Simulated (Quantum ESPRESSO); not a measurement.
A Quantum ESPRESSO 7.5 run (rev-vdW-DF2) on a crystal of composition BiSbSe lists these optical modes at the zone centre:

| symmetry | cm⁻¹ | components | active in |
| --- | --- | --- | --- |
| A''2 | 142i | 1 | IR |
| E' | 51 | 2 | IR and Raman |
| A''2 | 77 | 1 | IR |
| E' | 157 | 2 | IR and Raman |

Q: How many atoms does the primitive cell hold, does the crystal have a centre of inversion, and what is its point group?

A: 6 optical and 3 acoustic modes make 3 atoms. No label carries g or u, so there is no centre of inversion. The point group is -6m2 (space group P-6m2, No. 187).

The cell:

```
CELL_PARAMETERS angstrom
4.83524 0.00000 0.00000
-2.41762 4.18744 0.00000
0.00000 0.00000 4.03744
ATOMIC_POSITIONS crystal
Sb 0.66667 0.33333 0.50000
Bi 0.00000 0.00000 0.00000
Se 0.33333 0.66667 0.50000
```

Caveat: the k mesh is coarse (spacing up to 0.75 Å⁻¹), so the values aren't converged; the mesh is thin for the phonons of a metal; some modes are imaginary.
